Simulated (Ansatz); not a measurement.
# AsFGeH6: the cost of one run

Computed with Ansatz 0.2.0. Level: RKS BHLYP-D4/def2-SVP.

### Step 1. Reference run: AsFGeH₆, relaxed

The input, input.yaml:

```yaml
crystal:
  periodic: [false, false, false]
  atoms:
    - { symbol: Ge, position_ang: [-0.882973, -0.123509, -0.754276] }
    - { symbol: F, position_ang: [1.183363, -0.450373, -1.068029] }
    - { symbol: H, position_ang: [-0.968317, -1.654879, -0.967469] }
    - { symbol: H, position_ang: [-2.24719, 0.248466, -0.048677] }
    - { symbol: H, position_ang: [-0.813083, 0.782266, -2.005313] }
    - { symbol: H, position_ang: [1.289366, 0.04073, 0.018883] }
    - { symbol: As, position_ang: [0.347798, 0.950611, 1.506466] }
    - { symbol: H, position_ang: [1.84247, 0.634429, 1.128023] }
    - { symbol: H, position_ang: [0.248566, -0.427939, 2.19039] }
basis:
  gaussian: { orbitals: def2-SVP }
hamiltonian:
  xc: { name: BHLYP }
  dispersion: d4
output:
  forces: true
relax:
  f_tol: 0.02
  max_steps: 120
  constraints:
    - { distance: [0, 6] }
    - { distance: [1, 5] }
    - { distance: [0, 1] }
    - { distance: [5, 6] }
  escape_saddle: false
```

Started as:

```console
$ ansatz run input.yaml --threads 1 --pin off --max-ram 2560MiB --backend cpu --events-out ev --progress --plain --runs-dir out
```

What time and memory should one allow on 1 thread of Arm Neoverse V1, shared host?

About 37 s, with a peak of 0.27 GiB.
